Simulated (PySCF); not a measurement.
# [(H2O)2Cu(mu-NH2)2Cu(H2O)2]2+: magnetic exchange

Wanted: magnetic exchange for [(H2O)2Cu(mu-NH2)2Cu(H2O)2]2+.

Computed with PySCF 2.14.0 and routines of our own; the level stands in each step. Atoms count from 0.

### 1 The system as given

20 atoms, charge 2, high-spin multiplicity 3; geometry from: idealised, bond lengths from ionic radii.

The system (edge-sharing dimer): [(H2O)2Cu(mu-NH2)2Cu(H2O)2]2+. The metals (Cu(II), Cu(II)) are 2.86 Å apart; the bridge angle is 95°; the spin sites are atom 0 (1 unpaired) and atom 1 (1 unpaired).

### 2 Magnetic exchange: PBE0/def2-SVP H:def2-SV(P) in water

What the job is given:

```
{"job": {"kind": "bs", "xc": "PBE0", "basis": {"default": "def2-SVP", "H": "def2-SV(P)"}, "grid": 1, "solvent": "water"}, "charge": 2, "high_spin_multiplicity": 3, "spin_sites": [[[0], 1], [[1], 1]]}
Cu    -1.429700    -0.000000     0.000000
Cu     1.429700    -0.000000     0.000000
N      0.000000     1.303200     0.000000
H      0.000000     1.915200    -0.816000
H      0.000000     1.915200     0.816000
N      0.000000    -1.303200     0.000000
H      0.000000    -1.915200    -0.816000
H      0.000000    -1.915200     0.816000
O     -2.781300    -1.391700     0.000000
H     -3.193600    -1.816100     0.766300
H     -3.193600    -1.816100    -0.766300
O     -2.781300     1.391700    -0.000000
H     -3.193600     1.816100     0.766300
H     -3.193600     1.816100    -0.766300
O      2.781300    -1.391700     0.000000
H      3.193600    -1.816100     0.766300
H      3.193600    -1.816100    -0.766300
O      2.781300     1.391700    -0.000000
H      3.193600     1.816100     0.766300
H      3.193600     1.816100    -0.766300
```

With the program's defaults for keys left out, this is: PBE0/def2-SVP H:def2-SV(P) high-spin and broken-symmetry single points, IEF-PCM water.

Run with:

```bash
> OMP_NUM_THREADS=1 python exch_run.py task.json out
```

This one command runs all jobs of the session in turn.

Standard output:

```text
high-spin state, multiplicity 3
final grid: 75504 points
cycle   1  E = -3695.5313164073  dE = -5.012e-01  |g| = 1.980e+00  |ddm| = 3.222e+00
cycle   2  E = -3693.3419934227  dE =  2.189e+00  |g| = 2.909e+00  |ddm| = 3.159e+00
cycle   3  E = -3696.5611812534  dE = -3.219e+00  |g| = 5.769e-01  |ddm| = 2.493e+00
cycle   4  E = -3696.6501924411  dE = -8.901e-02  |g| = 2.112e-01  |ddm| = 3.789e-01
cycle   5  E = -3696.6654248224  dE = -1.523e-02  |g| = 2.516e-02  |ddm| = 1.305e-01
cycle   6  E = -3696.6656396219  dE = -2.148e-04  |g| = 1.997e-03  |ddm| = 1.845e-02
cycle   7  E = -3696.6656429872  dE = -3.365e-06  |g| = 1.408e-03  |ddm| = 4.657e-03
cycle   8  E = -3696.6656436373  dE = -6.501e-07  |g| = 8.290e-04  |ddm| = 1.655e-03
cycle   9  E = -3696.6656439982  dE = -3.609e-07  |g| = 2.037e-04  |ddm| = 9.946e-04
cycle  10  E = -3696.6656440274  dE = -2.927e-08  |g| = 8.943e-05  |ddm| = 3.376e-04
cycle  11  E = -3696.6656440333  dE = -5.884e-09  |g| = 4.530e-05  |ddm| = 1.267e-04
converged SCF energy = -3696.6656440333

broken-symmetry state, M_S = 0, start: spins of the second site flipped
final grid: 75504 points
cycle   1  E = -3696.6638282704  dE = -2.777e-03  |g| = 1.151e-02  |ddm| = 9.008e-02
cycle   2  E = -3696.6639263235  dE = -9.805e-05  |g| = 8.803e-03  |ddm| = 2.325e-02
cycle   3  E = -3696.6639310196  dE = -4.696e-06  |g| = 9.389e-03  |ddm| = 1.127e-02
cycle   4  E = -3696.6639601066  dE = -2.909e-05  |g| = 5.374e-04  |ddm| = 7.790e-03
cycle   5  E = -3696.6639602309  dE = -1.242e-07  |g| = 4.071e-04  |ddm| = 9.277e-04
cycle   6  E = -3696.6639602999  dE = -6.905e-08  |g| = 6.861e-05  |ddm| = 4.448e-04
cycle   7  E = -3696.6639603022  dE = -2.286e-09  |g| = 2.123e-05  |ddm| = 1.006e-04
converged SCF energy = -3696.6639603022

<S^2> high spin = 2.0065, broken symmetry = 0.9997
E(HS) - E(BS) = -369.54 cm-1
J_noodleman = 369.54 cm-1
J_unprojected = 184.77 cm-1
J_yamaguchi = 367.02 cm-1
```

Run time: 62 s. Hardware: 1 thread of Arm Neoverse N1, shared host; peak memory 1.1 GiB.

From this job:

```tsv
quantity	value
J (Yamaguchi)	367 cm⁻¹
low less high spin, projected	2.1 kcal/mol
```

Mulliken spin populations of the high-spin state:

Cu0 0.59; Cu1 0.59; N2 0.35; H3 -0.01; H4 -0.01; N5 0.35; H6 -0.01; H7 -0.01; O8 0.03; H9 0.00; H10 0.00; O11 0.03; H12 0.00; H13 0.00; O14 0.03; H15 0.00; H16 0.00; O17 0.03; H18 0.00; H19 0.00

### 3 Magnetic exchange: CASSCF and SC-NEVPT2/def2-SVP H:def2-SV(P) (2,2) in water

Settings changed since step 2:

```diff
@@ -1,2 +1,2 @@
-{"job": {"kind": "bs", "xc": "PBE0", "basis": {"default": "def2-SVP", "H": "def2-SV(P)"}, "grid": 1, "solvent": "water"}, "charge": 2, "high_spin_multiplicity": 3, "spin_sites": [[[0], 1], [[1], 1]]}
+{"job": {"kind": "cas", "xc": "PBE0", "basis": {"default": "def2-SVP", "H": "def2-SV(P)"}, "grid": 1, "active": "magnetic", "zfs": false, "npt": 3, "solvent": "water"}, "charge": 2, "high_spin_multiplicity": 3, "spin_sites": [[[0], 1], [[1], 1]]}
 Cu    -1.429700    -0.000000     0.000000
```

With the program's defaults for keys left out, this is: CASSCF and SC-NEVPT2/def2-SVP H:def2-SV(P) spin states, IEF-PCM water.

Standard output:

```text
start orbitals: natural orbitals of the high-spin PBE0 determinant (converged)
active space: 2 electrons in 2 orbitals, 56 closed; orbitals optimised for multiplicities 3 1
macro   0  E = -3692.1480828531  dE =  0.000e+00  |g| = 9.181e-01
macro   1  E = -3692.2229646932  dE = -7.488e-02  |g| = 2.682e-01
macro   2  E = -3692.2533343675  dE = -3.037e-02  |g| = 4.007e-01
macro   3  E = -3692.2600736240  dE = -6.739e-03  |g| = 1.228e-01
macro   4  E = -3692.2611229472  dE = -1.049e-03  |g| = 1.883e-02
macro   5  E = -3692.2612131021  dE = -9.015e-05  |g| = 1.276e-02
macro   6  E = -3692.2612228512  dE = -9.749e-06  |g| = 2.558e-03
macro   7  E = -3692.2612232366  dE = -3.854e-07  |g| = 8.498e-04
macro   8  E = -3692.2612232794  dE = -4.277e-08  |g| = 2.008e-04
CASSCF converged, mean energy = -3692.2612232794
2S+1 = 3  root 0  E(CAS) = -3692.26135878  E(NEVPT2) = -3693.98678154  occupations 1.000 1.000
2S+1 = 1  root 0  E(CAS) = -3692.26108778  E(NEVPT2) = -3693.98646375  occupations 1.017 0.983
```

Wall time 22 s (1 thread of Arm Neoverse N1, shared host); peak memory 0.95 GiB.

The solvent's field is frozen at that of the high-spin determinant; only differences between these total energies have meaning.

Key values:

```tsv
quantity	value
J (CASSCF)	30 cm⁻¹
J (NEVPT2)	35 cm⁻¹
low less high spin (NEVPT2)	0.2 kcal/mol
diradical index y0	0.98
```

### 4 Magnetic exchange: M06-2X/def2-SVP H:def2-SV(P) in water

Settings changed since step 3:

```diff
@@ -1,2 +1,2 @@
-{"job": {"kind": "cas", "xc": "PBE0", "basis": {"default": "def2-SVP", "H": "def2-SV(P)"}, "grid": 1, "active": "magnetic", "zfs": false, "npt": 3, "solvent": "water"}, "charge": 2, "high_spin_multiplicity": 3, "spin_sites": [[[0], 1], [[1], 1]]}
+{"job": {"kind": "bs", "xc": "M06-2X", "basis": {"default": "def2-SVP", "H": "def2-SV(P)"}, "grid": 2, "solvent": "water"}, "charge": 2, "high_spin_multiplicity": 3, "spin_sites": [[[0], 1], [[1], 1]]}
 Cu    -1.429700    -0.000000     0.000000
```

Method: M06-2X/def2-SVP H:def2-SV(P) high-spin and broken-symmetry single points, IEF-PCM water.

Standard output:

```text
high-spin state, multiplicity 3
final grid: 157360 points
cycle   1  E = -3697.3540597188  dE = -9.344e-03  |g| = 4.243e-02  |ddm| = 2.203e-01
cycle   2  E = -3697.3554408642  dE = -1.381e-03  |g| = 5.192e-02  |ddm| = 7.950e-02
cycle   3  E = -3697.3563061933  dE = -8.653e-04  |g| = 1.118e-02  |ddm| = 3.248e-02
cycle   4  E = -3697.3566590503  dE = -3.529e-04  |g| = 1.368e-02  |ddm| = 3.798e-02
cycle   5  E = -3697.3567751656  dE = -1.161e-04  |g| = 1.911e-03  |ddm| = 2.183e-02
cycle   6  E = -3697.3567806069  dE = -5.441e-06  |g| = 8.266e-04  |ddm| = 5.660e-03
cycle   7  E = -3697.3567810524  dE = -4.454e-07  |g| = 3.247e-04  |ddm| = 1.270e-03
cycle   8  E = -3697.3567811232  dE = -7.082e-08  |g| = 8.169e-05  |ddm| = 4.360e-04
cycle   9  E = -3697.3567811313  dE = -8.161e-09  |g| = 1.800e-05  |ddm| = 1.908e-04
converged SCF energy = -3697.3567811313

broken-symmetry state, M_S = 0, start: spins of the second site flipped
final grid: 157360 points
cycle   1  E = -3697.3556311250  dE = -3.105e-03  |g| = 1.260e-02  |ddm| = 7.567e-02
cycle   2  E = -3697.3557635184  dE = -1.324e-04  |g| = 3.891e-03  |ddm| = 1.727e-02
cycle   3  E = -3697.3557762284  dE = -1.271e-05  |g| = 4.413e-03  |ddm| = 8.326e-03
cycle   4  E = -3697.3557819651  dE = -5.737e-06  |g| = 4.669e-04  |ddm| = 2.918e-03
cycle   5  E = -3697.3557823335  dE = -3.685e-07  |g| = 4.441e-04  |ddm| = 1.534e-03
cycle   6  E = -3697.3557824319  dE = -9.839e-08  |g| = 1.106e-04  |ddm| = 4.646e-04
cycle   7  E = -3697.3557824486  dE = -1.666e-08  |g| = 3.612e-05  |ddm| = 3.168e-04
cycle   8  E = -3697.3557824495  dE = -8.586e-10  |g| = 1.722e-05  |ddm| = 4.773e-05
converged SCF energy = -3697.3557824495

<S^2> high spin = 2.0058, broken symmetry = 1.0046
E(HS) - E(BS) = -219.19 cm-1
J_noodleman = 219.19 cm-1
J_unprojected = 109.59 cm-1
J_yamaguchi = 218.91 cm-1
```

Wall time 1.9 min (1 thread of Arm Neoverse N1, shared host); peak memory 1.1 GiB.

From this job:

```tsv
quantity	value
J (Yamaguchi)	219 cm⁻¹
low less high spin, projected	1.3 kcal/mol
```

### 5 Spin gaps side by side

J for H = −2J S1·S2; the gap is low spin less high spin (projected; unprojected where the broken-symmetry state collapsed; or NEVPT2):

```tsv
step	level	geometry	J (cm⁻¹)	gap (kcal/mol)	time
2	PBE0/def2-SVP H:def2-SV(P) in water	one	367	2.1	62 s
3	CASSCF and SC-NEVPT2/def2-SVP H:def2-SV(P) (2,2) in water	one	35	0.2	22 s
4	M06-2X/def2-SVP H:def2-SV(P) in water	one	219	1.3	1.9 min
```

CASSCF times leave out a start SCF that an earlier step had already made.

### 6 Results

| quantity | value |
| --- | --- |
| J (Yamaguchi) (step 2, PBE0/def2-SVP H:def2-SV(P) in water) | 367 cm⁻¹ |
| low less high spin, projected (step 2, PBE0/def2-SVP H:def2-SV(P) in water) | 2.1 kcal/mol |
| J | 35 (CASSCF and SC-NEVPT2/def2-SVP H:def2-SV(P) (2,2) in water) to 367 cm⁻¹ (PBE0/def2-SVP H:def2-SV(P) in water) |

The levels with a meaningful J put the high-spin state lower (ferromagnetic coupling), from 35 to 367 cm⁻¹. The functionals give up to 11 times the NEVPT2 value: they tend to spread the spin over bridges and ligands, while a small active space tends to give too little.
